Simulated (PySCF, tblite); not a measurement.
**C7H13BO: geometry, infrared bands and NMR shifts**

Aim: predict the infrared bands and NMR shifts of C7H13BO (`CBOC1=CC[C@H]1CC`).

Computed with tblite 0.8.0 and PySCF 2.14.0, with density-fitted response routines of our own, on a single molecule in the gas phase. Atoms count from 0, in the outputs and in this text.

## 1. Starting geometry

22 atoms, charge 0, multiplicity 1; geometry from: force field or distance geometry start.

Bonds of the start (Å): C0–B1 1.60, B1–O2 1.47, O2–C3 1.41, C3–C4 1.38, C4–C5 1.49, C5–C6 1.44, C6–C7 1.53, C7–C8 1.53, C6–C3 1.50, C0–H9 1.11, C0–H10 1.11, C0–H11 1.11, B1–H12 1.19, C4–H13 1.09, C5–H14 1.11, C5–H15 1.12, C6–H16 1.12, C7–H17 1.11, C7–H18 1.11, C8–H19 1.11, C8–H20 1.10, C8–H21 1.12.

## 2. Optimising the geometry with GFN2-xTB

What the job is given:

```
{"job": {"kind": "relax", "xc": "GFN2-xTB", "basis": "xTB"}, "charge": 0, "multiplicity": 1}
C      3.788500    -0.928000     0.042700
B      2.249800    -0.521400     0.201600
O      1.766500     0.743500    -0.369100
C      0.421900     1.144800    -0.288100
C     -0.259500     2.301500    -0.601000
C     -1.545900     1.728900    -0.114300
C     -0.846800     0.516200     0.211200
C     -1.261300    -0.707300    -0.617300
C     -2.604800    -1.273000    -0.153400
H      4.416000    -0.135500     0.490100
H      4.014400    -1.034700    -1.036400
H      3.969400    -1.890600     0.562700
H      1.528600    -1.225500     0.842700
H      0.033900     3.253000    -1.039200
H     -2.295800     1.660100    -0.926600
H     -1.914800     2.276200     0.796000
H     -0.800500     0.310300     1.311600
H     -0.504800    -1.515600    -0.512000
H     -1.331800    -0.450400    -1.696300
H     -2.547400    -1.563200     0.921100
H     -2.872700    -2.159300    -0.752300
H     -3.413300    -0.510500    -0.281400
```

Launch:

```console
$ OMP_NUM_THREADS=1 python probes_run.py task.json out
```

One launch serves the whole session: the jobs run in the order shown.

**Question.** This job is followed by: GFN2-xTB harmonic vibrations, gas phase; GIAO PBE0/pcSseg-1 NMR shielding, non-relativistic, gas phase. Predict these results of the whole session: strongest single infrared mode (GFN2-xTB); zero-point energy (GFN2-xTB); 13C shifts against TMS (PBE0/pcSseg-1); 1H shifts against TMS (PBE0/pcSseg-1, means over atoms taken as alike); 11B shifts against BF3·OEt2 (PBE0/pcSseg-1); 17O shifts against H2O (PBE0/pcSseg-1).

The runs gave:

| quantity | value |
| --- | --- |
| strongest single infrared mode (GFN2-xTB) | 1321 cm⁻¹, 576 km/mol |
| zero-point energy (GFN2-xTB) | 116.3 kcal/mol |
| 13C shifts against TMS (PBE0/pcSseg-1) | 162.8, 113.9, 50.3, 29.2, 28.3, 13.9, 8.9 ppm |
| 1H shifts against TMS (PBE0/pcSseg-1, means over atoms taken as alike) | 5.62, 5.15, 3.03, 2.31, 1.89, 1.66, 1.00, 0.99, 0.57 ppm |
| 11B shifts against BF3·OEt2 (PBE0/pcSseg-1) | 47.1 ppm |
| 17O shifts against H2O (PBE0/pcSseg-1) | 262.2 ppm |

The optimisation took 153 steps and gained 0.852 eV; among the close pairs (by a distance rule), B1–O2 changed most, from 1.469 to 1.339 Å. All 60 modes are real, so the xTB geometry is a minimum. The strongest single mode, at 1321 cm⁻¹, is carried by B1, O2, C3. Unscaled tight-binding wavenumbers are off by several per cent, some by more. Its intensities can rank the bands wrongly. The most deshielded carbon is C3 (alkene carbon bearing oxygen), at 162.8 ppm: an sp2 carbon further deshielded by the attached heteroatom. At PBE0/pcSseg-1: The largest span, 359 ppm, is at O2, where the paramagnetic term is -320 ppm.
